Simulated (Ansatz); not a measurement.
Debugging a geometry optimisation of C2H7GeNO, SMILES C[N](C)[Ge][OH] (Ansatz 0.2.0 through its Python package).

Script `c2h7geno_opt.py`:
```python
"""Relax the C2H7GeNO molecule."""

import ansatz as az
from ase import Atoms
import numpy as np

atoms = Atoms(["C", "N", "C", "Ge", "O", "H", "H", "H", "H", "H", "H", "H"], positions=[
    (-1.0001, 0.2356, 0.7713),
    (-0.5842, -0.5813, -0.3339),
    (0.5978, -1.2984, 0.0575),
    (-0.1071, 0.5036, -1.827),
    (1.1338, 1.6332, -1.4386),
    (-0.2702, 1.0319, 1.0608),
    (-1.936, 0.8305, 0.4493),
    (-1.2819, -0.3226, 1.6339),
    (0.981, -1.9353, -0.7166),
    (0.4117, -1.9566, 0.9627),
    (1.4391, -0.5982, 0.3693),
    (0.6932, 2.4025, -0.9547),
])
mol = az.Crystal.molecule_from_ase(atoms)

calc = mol.calculation()
calc = calc.basis(gaussian="def2-SVP")
calc = calc.functional("cam_b3lyp")
calc = calc.stress()
symbols = [site.symbol for site in mol.cartesian_sites]
start = np.array([site.position_ang for site in mol.cartesian_sites], dtype=float)
def progress(event):
    if event["event"] == "relax_step":
        row = event["data"]
        print(f"step {row['step']:3d}  E = {row['lagrangian_ev']:.6f} eV  max force {row['allowed_force_max_ev_ang']:.4f} eV/A")


r = calc.relax(force_tolerance=0.005, max_steps=30).session().plan().execute(on_event=progress).report
end = np.array(r["positions_ang"])

print(f"E = {r['free_energy_ev']:.6f} eV = {r['free_energy_ev'] / 27.211386246:.7f} Ha")
print("converged:", r["converged"], " doubts:", r["published_state_doubts"] or "none")

print("bond        before    after (A)")
for i, j in [(0, 1), (0, 5), (0, 6), (0, 7), (1, 2), (1, 3), (2, 8), (2, 9), (2, 10), (3, 4), (4, 11)]:
    d0, d1 = (np.linalg.norm(xyz[i] - xyz[j]) for xyz in (start, end))
    print(f"{symbols[i]}{i}-{symbols[j]}{j}".ljust(10), f"{d0:8.4f} {d1:8.4f}")

charges = r["charge_distribution"]
dipole = np.array(charges["dipole_moment_e_ang"]) * 4.803205
print("dipole (D): {:.3f} {:.3f} {:.3f}, length {:.3f}".format(*dipole, np.linalg.norm(dipole)))
print("atom  Mulliken   Lowdin")
for symbol, m, l in zip(symbols, charges["mulliken_charges_e"], charges["lowdin_charges_e"]):
    print(f"{symbol:4s} {m:9.3f} {l:8.3f}")
```

```console
$ python c2h7geno_opt.py
Traceback (most recent call last):
  File "c2h7geno_opt.py", line 35, in <module>
    r = calc.relax(force_tolerance=0.005, max_steps=30).session().plan().execute(on_event=progress).report
        ~~~~~~~~~~~~~~~~~~~~~~~~~~~~~~~~~~~~~~~~~~~~~~~~~~~~~~~^^
  ...
ansatz.RefusalError: invalid value for `basis.gaussian`: such a run doesn't read output.stress; remove what it names
```
(Library frames cut from the traceback.)

Why does it end like this?

The fault: a molecule has no stress. The cap on steps that the faulty run carried goes too. The correction:

```diff
--- before
+++ after
@@ -25,3 +25,2 @@
 calc = calc.functional("cam_b3lyp")
-calc = calc.stress()
 symbols = [site.symbol for site in mol.cartesian_sites]
@@ -34,3 +33,3 @@
 
-r = calc.relax(force_tolerance=0.005, max_steps=30).session().plan().execute(on_event=progress).report
+r = calc.relax(force_tolerance=0.005).session().plan().execute(on_event=progress).report
 end = np.array(r["positions_ang"])
```

With that change:

```console
$ python c2h7geno_opt.py
step   1  E = -62231.674176 eV  max force 2.7079 eV/A
step   2  E = -62232.214749 eV  max force 1.3865 eV/A
step   3  E = -62232.359384 eV  max force 1.8540 eV/A
step   4  E = -62232.550700 eV  max force 2.0276 eV/A
step   5  E = -62232.687618 eV  max force 1.2553 eV/A
step   6  E = -62232.846381 eV  max force 0.6392 eV/A
step   7  E = -62232.967352 eV  max force 0.7035 eV/A
step   8  E = -62233.090773 eV  max force 0.6759 eV/A
step   9  E = -62233.202129 eV  max force 0.2948 eV/A
step  10  E = -62233.259481 eV  max force 0.2005 eV/A
step  11  E = -62233.288008 eV  max force 0.2320 eV/A
step  12  E = -62233.294263 eV  max force 0.2003 eV/A
step  13  E = -62233.298459 eV  max force 0.0680 eV/A
step  14  E = -62233.299045 eV  max force 0.0428 eV/A
step  15  E = -62233.299506 eV  max force 0.0215 eV/A
step  16  E = -62233.299683 eV  max force 0.0203 eV/A
step  17  E = -62233.299774 eV  max force 0.0186 eV/A
step  18  E = -62233.299824 eV  max force 0.0112 eV/A
step  19  E = -62233.299839 eV  max force 0.0070 eV/A
step  20  E = -62233.299843 eV  max force 0.0040 eV/A
E = -62233.299958 eV = -2287.0315902 Ha
converged: True  doubts: none
bond        before    after (A)
C0-N1        1.4359   1.4406
C0-H5        1.1183   1.1069
C0-H6        1.1548   1.0995
C0-H7        1.0654   1.1063
N1-C2        1.4369   1.4458
N1-Ge3       1.9063   1.8449
C2-H8        1.0732   1.1014
C2-H9        1.1346   1.1065
C2-H10       1.1381   1.1066
Ge3-O4       1.7224   1.7849
O4-H11       1.0100   0.9648
dipole (D): -0.368 -0.804 2.521, length 2.671
atom  Mulliken   Lowdin
C        0.129    0.074
N       -0.500   -0.060
C        0.124    0.070
Ge       0.463    0.008
O       -0.451    0.034
H        0.017   -0.013
H       -0.015   -0.019
H        0.014   -0.012
H        0.027   -0.003
H        0.012   -0.015
H        0.012   -0.015
H        0.169   -0.049
```

Reading the output:
- Total energies depend on the basis set; only differences at equal settings carry meaning.
- The end point is the stationary point reached from this start; no frequency run checks that it is a minimum, and the basis set is modest.
- The Löwdin charges here are taken after orthogonalising the functions within each atom; they differ from plain Löwdin charges, and their signs can be unphysical.
- Wall time of the script: 2.6 min on 1 thread of Intel(R) Xeon(R) Platinum 8375C CPU @ 2.90GHz (Ice Lake), with other jobs on the host, peak memory 0.46 GiB.

(Lines on the test bed's own set-up are left out of the output.)
